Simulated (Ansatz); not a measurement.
# CoSi2: further runs on the relaxed cell

This session takes CoSi2 and sets out to relax it again with other functionals.

The COD entry's cell or inner coordinates are ideal or old and differ from later refinements, so a difference from it is no clean test against experiment.

Computed with Ansatz 0.2.0 (DFT PBE, scalar-relativistic, plane waves, PAW, unless a step's input says otherwise).

1 further run of the same task is left out (set aside as unsound or not needed).

**1. The structure to begin with**

It takes space group Fm-3m (No. 225, cubic). The conventional cell has a = 5.360 Å, b = 5.360 Å, c = 5.360 Å, α = 90.00°, β = 90.00°, γ = 90.00°. Co (site symmetry m-3m) is surrounded by 8 Si at 2.32 Å. Si (site symmetry -43m) is surrounded by 4 Co at 2.32 Å.

Coordinates:

```cif
data_structure
_symmetry_space_group_name_H-M 'P 1'
_symmetry_Int_Tables_number 1
_cell_length_a 3.7900
_cell_length_b 3.7900
_cell_length_c 3.7900
_cell_angle_alpha 60.000
_cell_angle_beta 60.000
_cell_angle_gamma 60.000
_cell_volume 38.49
loop_
_atom_site_label
_atom_site_type_symbol
_atom_site_fract_x
_atom_site_fract_y
_atom_site_fract_z
_atom_site_occupancy
Co1 Co 0.00000 0.00000 0.00000 1
Si1 Si 0.25000 0.25000 0.25000 1
Si2 Si 0.75000 0.75000 0.75000 1
```

It is the result of an earlier relaxation at this level (volume 12.83 Å³/atom; gap on the mesh: none (metal)).

**2. Relaxing with PBEsol**

File input.yaml:

```yaml
crystal:
  lattice:
    - [0.0, 2.6799218094, 2.6799218094]
    - [2.6799218094, 0.0, 2.6799218094]
    - [2.6799218094, 2.6799218094, 0.0]
  atoms:
    - { symbol: Co, position: [0.0, 0.0, 0.0] }
    - { symbol: Si, position: [0.25, 0.25, 0.25] }
    - { symbol: Si, position: [0.75, 0.75, 0.75] }
basis:
  ecutwfc: 420
kpoints:
  mp_grid: { grid: [14, 14, 14] }
hamiltonian:
  xc: pbesol
scf:
  occupations: { method: gaussian, width: 0.1 }
output:
  forces: true
  stress: true
  eigenvalues: true
relax:
  adjacent_minimum: "off"
  f_tol: 0.005
  max_steps: 50
  cell: { stress_tol: 0.05 }
```

Launch:

```
$ ansatz run input.yaml --threads 1 --pin off --max-ram 2560MiB --backend cpu --events-out ev --progress --plain --runs-dir out
```

**3. Relaxing with PBE+D3(BJ)**

Edit input.yaml of step 2 so:

```diff
@@ -14,3 +14,4 @@
 hamiltonian:
-  xc: pbesol
+  xc: pbe
+  dispersion: d3bj
 scf:
@@ -21,2 +22,6 @@
   eigenvalues: true
+  write_density: true
+  write_potential: true
+  elf: true
+  volumetric_format: npy
 relax:
```

**4. Relaxing with LDA**

Edit input.yaml of step 3 so:

```diff
@@ -14,4 +14,3 @@
 hamiltonian:
-  xc: pbe
-  dispersion: d3bj
+  xc: lda
 scf:
@@ -22,6 +21,2 @@
   eigenvalues: true
-  write_density: true
-  write_potential: true
-  elf: true
-  volumetric_format: npy
 relax:
```

**5. The cell under r2SCAN**

Edit input.yaml of step 4 so:

```diff
@@ -10,3 +10,3 @@
 basis:
-  ecutwfc: 420
+  ecutwfc: 500
 kpoints:
@@ -14,3 +14,3 @@
 hamiltonian:
-  xc: lda
+  xc: r2scan
 scf:
```

(Steps that only read results are left out.)

Before running it: what results should come out?

As calculated:

The volumes rise in the order LDA, PBE+D3(BJ), PBEsol, r2SCAN, PBE, over 5.0 %. PBE comes nearest to the reported cell (+0.2 %). Spin polarisation is off in the runs that give these values; a magnetic solution could lie lower.
